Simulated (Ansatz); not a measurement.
# Ga (hcp type): how the settings move a single-point run

Aim: see which settings change the result for Ga (hcp type), by how much, and at what cost.

Program: Ansatz 0.2.0. Level of theory: reference: DFT, PBEsol, all-electron PAW with datasets made for the crystal, scalar-relativistic. These are calculated values, not measurements.

### Step 1. The system as given

Symmetry: P6_3/mmc, No. 194, hexagonal system. Conventional cell: a = 3.003 Å, b = 3.003 Å, c = 4.865 Å, α = 90.00°, β = 90.00°, γ = 120.00°. Around Ga (site symmetry -6m2) lie 12 Ga at 2.99 to 3.00 Å.

As a file:

```
CELL_PARAMETERS angstrom
3.00317 0.00000 0.00000
-1.50158 2.60082 0.00000
0.00000 0.00000 4.86513
ATOMIC_POSITIONS crystal
Ga 0.33333 0.66667 0.25000
Ga 0.66667 0.33333 0.75000
```

### Step 2. Baseline

input.yaml

```yaml
crystal:
  lattice:
    - [3.00316585, 0.0, 0.0]
    - [-1.501582925, 2.6008179178, 0.0]
    - [0.0, 0.0, 4.8651286769]
  atoms:
    - { symbol: Ga, position: [0.3333333333, 0.6666666667, 0.25] }
    - { symbol: Ga, position: [0.6666666667, 0.3333333333, 0.75] }
kpoints:
  mp_grid: { grid: [11, 11, 6] }
scf:
  occupations: { method: fermi_dirac, width: 0.05 }
hamiltonian:
  xc: pbesol
  pseudopotentials: { kind: all_electron, datasets: crystal }
output:
  forces: true
  stress: true
  eigenvalues: true
  efg: { contact_densities: true }
```

Run with:

```console
$ ansatz run input.yaml --threads 1 --pin off --max-ram 2048MiB --backend cpu --events-out ev --progress --plain --runs-dir out
```

### Step 3. Variant: occupations.method tetrahedron, xc lda, width left out

Edit input.yaml of step 2 so:

```diff
@@ -11,5 +11,5 @@
 scf:
-  occupations: { method: fermi_dirac, width: 0.05 }
+  occupations: { method: tetrahedron }
 hamiltonian:
-  xc: pbesol
+  xc: lda
   pseudopotentials: { kind: all_electron, datasets: crystal }
```

Q: Predict the outcome of this session. Wanted: for each run, ending; energy change; pressure; gap; force.

As calculated:

```csv
run,ending,energy change,pressure (GPa),gap (eV),force (eV/Å),cycles,time
reference,converged,-,-3.2,0.00,0.00,9,12 s
"1: occupations.method tetrahedron, xc lda, width left out",converged,not comparable,-4.3,0.00,0.00,7,8.7 s
```

Residual by cycle in the longest SCF loop of each run; runs are numbered as in the table. The quantity is the density residual dr2, in eV.

```csv
cycle,reference,run 1
1,0.116,0.0746
2,0.0188,0.0325
3,7.4e-4,6.2e-4
4,5.5e-5,1.7e-5
5,8.3e-7,1.6e-5
6,8.0e-8,5.7e-8
7,2.9e-9,1.8e-9
8,4.1e-9,-
9,1.1e-11,-
```

**Reading.** A change of functional puts the total energy on another scale; the pressure goes from -3.2 to -4.3 GPa. The smearing changed too.
